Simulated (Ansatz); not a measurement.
# BH₂IO (SMILES OBI): one structure at several levels

One table from this session's results is given with a row withheld; the runs are named, their logs left out.

The runs use Ansatz 0.2.0, Gaussian basis; single points in def2-TZVPP.

Correlated methods freeze the cores. Filled d shells of the heavier atoms are correlated. Core potentials replace the inner electrons past krypton, and spin-orbit coupling is left out. B3LYP uses VWN-RPA correlation.

## Starting geometry

SMILES `OBI`, 5 atoms, charge 0, spin multiplicity 1.

Atoms are counted from 1 here; the program's logs count them from 0.

Bond lengths: O1–B2 1.382 Å, O1–H4 0.868 Å, B2–I3 2.174 Å, B2–H5 1.047 Å. Angles: B2–O1–H4 120.7°, O1–B2–I3 117.5°, O1–B2–H5 117.0°, I3–B2–H5 125.0°.

As a file:

```mol
BH2IO
  3D, bonds by distance, orders not assigned

  5  4  0  0  0  0  0  0  0  0999 V2000
   -0.5308   -0.9008   -0.2623 O   0  0
    0.4723   -0.0356    0.1303 B   0  0
   -0.0134    2.0801    0.2462 I   0  0
   -1.3099   -0.5985   -0.4985 H   0  0
    1.3686   -0.4651    0.4583 H   0  0
  1  2  8  0
  1  4  8  0
  2  3  8  0
  2  5  8  0
M  END
```

Set-up of the first run:

File run/in.yaml:

```yaml
crystal:
  periodic: [false, false, false]
  atoms:
    - {symbol: O, position_ang: [-0.530800, -0.900800, -0.262300]}
    - {symbol: B, position_ang: [0.472300, -0.035600, 0.130300]}
    - {symbol: I, position_ang: [-0.013400, 2.080100, 0.246200]}
    - {symbol: H, position_ang: [-1.309900, -0.598500, -0.498500]}
    - {symbol: H, position_ang: [1.368600, -0.465100, 0.458300]}
basis:
  gaussian: {orbitals: def2-TZVPP}
correlation: {method: ccsd_t}
output: {forces: true}
```

The command line of these runs was not kept.

Among the steps run: CCSD(T)/def2-TZVPP; PBE0-D4/def2-TZVPP; wB97M-V/def2-TZVPP; r2SCAN-D4/def2-TZVPP; PBE-D4/def2-TZVPP; r2SCANh-D4/def2-TZVPP; B3LYP-D4/def2-TZVPP.

One of the session's tables, all rows but one given; the rest of the session is left out.

```
    method  RMS force component (eV/Å)  angle to CCSD(T) forces (°)  dipole (D)
   CCSD(T)                       3.340                    reference        0.80
   PBE0-D4                       3.386                          2.5        0.83
   wB97M-V                       3.321                          2.1        0.84
 r2SCAN-D4                           ?                            ?           ?
    PBE-D4                       3.459                          2.3        0.91
r2SCANh-D4                       3.335                          2.6        0.86
  B3LYP-D4                       3.314                          2.9        0.81
```

Q: Estimate the row for r2SCAN-D4 from the others.

**Answer.** RMS force component (eV/Å): 3.352; angle to CCSD(T) forces (°): 1.9; dipole (D): 0.89. In the column «RMS force component (eV/Å)» it lies between CCSD(T) (3.340) and PBE0-D4 (3.386).
